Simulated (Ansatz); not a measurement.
**C6H5Li: how energies converge with the basis set**

One table from this session's results is given with a row withheld; the runs are named, their logs left out.

The runs use Ansatz 0.2.0, Gaussian basis; one geometry, several basis sets.

The runs, in order: PBE0-D4/def2-SVP; ωB97M-V/def2-SVP; PBE0-D4/def2-QZVPP; ωB97M-V/def2-QZVPP; the functionals' def2-TZVPP values are taken from earlier runs.

## The geometry

An earlier PBE0-D4 in a triple-zeta def2 set relaxation fixed the geometry.

SMILES `[Li][c]1ccccc1`, 12 atoms, charge 0, spin multiplicity 1.

Atoms are counted from 1 here; the program's logs count them from 0.

Bond lengths: Li1–C2 1.957 Å, C2–C3 1.406 Å, C2–C7 1.406 Å, C3–C4 1.391 Å, C3–H8 1.090 Å, C4–C5 1.387 Å, C4–H9 1.086 Å, C5–C6 1.387 Å, C5–H10 1.085 Å, C6–C7 1.391 Å, C6–H11 1.086 Å, C7–H12 1.090 Å. Angles: Li1–C2–C3 122.9°, Li1–C2–C7 122.9°, C3–C2–C7 114.3°, C2–C3–C4 123.4°, C2–C3–H8 119.8°, C4–C3–H8 116.8°, C3–C4–C5 119.9°, C3–C4–H9 120.2°, C5–C4–H9 119.9°, C4–C5–C6 119.0°, C4–C5–H10 120.5°, C6–C5–H10 120.5°, C5–C6–C7 119.9°, C5–C6–H11 119.9°, C7–C6–H11 120.2°, C2–C7–C6 123.4°, C2–C7–H12 119.8°, C6–C7–H12 116.8°.

Geometry (Å):

```xyz
12

Li   -0.0954   -3.3226   -0.3580
C    -0.0358   -1.3778   -0.1463
C    -0.7608   -0.6954    0.8468
C    -0.7272    0.6854    1.0076
C     0.0514    1.4616    0.1621
C     0.7871    0.8391   -0.8353
C     0.7358   -0.5435   -0.9746
H    -1.3898   -1.2551    1.5398
H    -1.3090    1.1584    1.7936
H     0.0846    2.5398    0.2792
H     1.4017    1.4335   -1.5054
H     1.3343   -0.9787   -1.7756
```

The first run:

Contents of in.yaml:

```yaml
crystal:
  periodic: [false, false, false]
  atoms:
    - {symbol: Li, position_ang: [-0.095374, -3.322622, -0.357978]}
    - {symbol: C, position_ang: [-0.035783, -1.377786, -0.146261]}
    - {symbol: C, position_ang: [-0.760791, -0.695363, 0.846840]}
    - {symbol: C, position_ang: [-0.727158, 0.685433, 1.007598]}
    - {symbol: C, position_ang: [0.051447, 1.461624, 0.162130]}
    - {symbol: C, position_ang: [0.787054, 0.839087, -0.835283]}
    - {symbol: C, position_ang: [0.735830, -0.543497, -0.974617]}
    - {symbol: H, position_ang: [-1.389762, -1.255091, 1.539781]}
    - {symbol: H, position_ang: [-1.309024, 1.158435, 1.793631]}
    - {symbol: H, position_ang: [0.084590, 2.539754, 0.279250]}
    - {symbol: H, position_ang: [1.401665, 1.433490, -1.505419]}
    - {symbol: H, position_ang: [1.334307, -0.978664, -1.775572]}
basis:
  gaussian: {orbitals: def2-SVP}
hamiltonian: {xc: pbe0, dispersion: d4}
output: {orbitals: {seedname: orbitals}}
```

Command:

```bash
$ ansatz run in.yaml --threads 2 --pin off --events-out ev --progress --plain --max-ram 32768MiB --backend cpu
```

Steps of the session up to this table: PBE0-D4 in def2-SVP; ωB97M-V in def2-SVP; PBE0-D4 in def2-QZVPP; ωB97M-V in def2-QZVPP.

One of the session's tables, all rows but one given; the rest of the session is left out.

It belongs to the step «Functionals by basis». 

| functional | basis | HOMO (eV) | LUMO (eV) |
| --- | --- | --- | --- |
| PBE0-D4 | def2-SVP | -5.40 | -1.11 |
| PBE0-D4 | def2-TZVPP | ? | ? |
| PBE0-D4 | def2-QZVPP | -5.53 | -1.21 |
| ωB97M-V | def2-SVP | -7.70 | -0.57 |
| ωB97M-V | def2-TZVPP | -7.82 | -0.66 |
| ωB97M-V | def2-QZVPP | -7.84 | -0.78 |

Q: Estimate the row for PBE0-D4, def2-TZVPP from the others.

As computed: HOMO (eV): -5.51; LUMO (eV): -1.17. In the column «HOMO (eV)» it lies between PBE0-D4, def2-QZVPP (-5.53) and PBE0-D4, def2-SVP (-5.40).
